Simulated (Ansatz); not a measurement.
This script makes a scan of ordered alloys across composition of Mo-Sc mixtures with the Ansatz DFT code, driven from Python.

Script `mo_alloy.py`:
```python
'''Mixing of Mo and Sc on the bcc lattice, after relaxing cells and atoms.'''

from collections import Counter
import warnings

import ansatz
import numpy as np

params = {
    'functional': 'pbesol',
    'cutoff_ev': 460,
    'kspacing': 0.3,
    'occupations': 'fermi_dirac',
    'width_ev': 0.1,
}


def bcc(first, a):
    return (
        ansatz.Lattice.bcc(a)
        .space_group(229)
        .atom(first, (0, 0, 0))
        .primitive()
    )

A_FIRST, A_LAST = 3.15, 3.68


def solve(name, crystal):
    calc = crystal.calculation()
    calc = calc.functional(params['functional'])
    calc = calc.basis(params['cutoff_ev'])
    calc = calc.kpoints(spacing=params['kspacing'])
    calc = calc.occupations(params['occupations'], width=params['width_ev']).band_table()
    calc = calc.relax(force_tolerance=0.03, max_steps=60, cell=True)
    return calc.run()

def relaxed_twice(name, crystal):
    # the second pass draws mesh and plane waves anew for the relaxed cell
    first = solve(name, crystal)
    again = ansatz.Crystal(lattice=ansatz.Lattice.of(first.lattice.cell_ang))
    for site in first.report['lattice']['sites']:
        again = again.atom(site['symbol'], site['position_frac'])
    return solve(name, again)


def volume_per_atom(outcome):
    return abs(np.linalg.det(outcome.lattice.cell_ang)) / len(outcome.lattice.sites)


def counts(outcome):
    return Counter(site.symbol for site in outcome.lattice.sites)

warnings.simplefilter('ignore', ansatz.DeckWarning)

# ordered cells: the first k mixed sites take the second element
phases = {}
for k in range(2 + 1):
    a = A_FIRST + (A_LAST - A_FIRST) * k / 2
    cell = bcc('Mo', a).conventional().resolved()
    sites = [site.position for site in cell.sites if site.symbol == 'Mo']
    for position in sites[:k]:
        cell = cell.substitution('Sc', at=position, replaces='Mo')
    phases[f'Mo{2 - k}Sc{k}'] = cell.resolved()

done = {name: relaxed_twice(name, crystal) for name, crystal in phases.items()}

# mixing quantities against the straight line between the end members, both on this lattice
x = {name: counts(o)['Sc'] / (counts(o)['Mo'] + counts(o)['Sc']) for name, o in done.items()}
first, last = min(x, key=x.get), max(x, key=x.get)
energy = {name: o.report['energy_sigma0_ev'] / len(o.lattice.sites) for name, o in done.items()}
volume = {name: volume_per_atom(o) for name, o in done.items()}
rows = []
for name in sorted(done, key=x.get):
    line = lambda table: (1 - x[name]) * table[first] + x[name] * table[last]
    rows.append((name, x[name], 1000 * (energy[name] - line(energy)), volume[name], 100 * (volume[name] / line(volume) - 1)))
print('      cell       x(Sc)  E_mix (meV/atom)  V (A^3/atom)  excess V (%)')
for row in rows:
    print(f'{str(row[0]):>10}  {row[1]:10.3f}  {row[2]:+16.1f}  {row[3]:12.3f}  {row[4]:+12.2f}')
```

Do these ordered cells favour mixing or separation, and does the volume follow a straight line between the end members?

Mixing energies: +308 meV an atom at x(Sc) = 0.50 (volume -11.1 % off the straight line). All are positive, so the end members on this lattice are favoured over these cells.

The output:

Output of `python mo_alloy.py`:
```text
      cell       x(Sc)  E_mix (meV/atom)  V (A^3/atom)  excess V (%)
    Mo2Sc0       0.000              +0.0        15.345         +0.00
    Mo1Sc1       0.500            +307.7        17.488        -11.06
    Mo0Sc2       1.000              +0.0        23.979         +0.00
```

Reading the output:
- For the metals among these phases the mesh is modest: differences between phases can be off by up to 40 meV an atom.
- These are small ordered cells, with both end members on the same lattice, which need not be their own; they aren't random solutions. Differences under about 40 meV an atom lie within the error of mesh and functional.
- The cells are prototypes set up for this calculation and needn't exist.
- It ran for 17 s on 1 thread of Intel(R) Xeon(R) Platinum 8375C CPU @ 2.90GHz (Ice Lake), on a shared host, peak memory 0.44 GiB.

(Lines on the test bed's own set-up are left out of the output.)
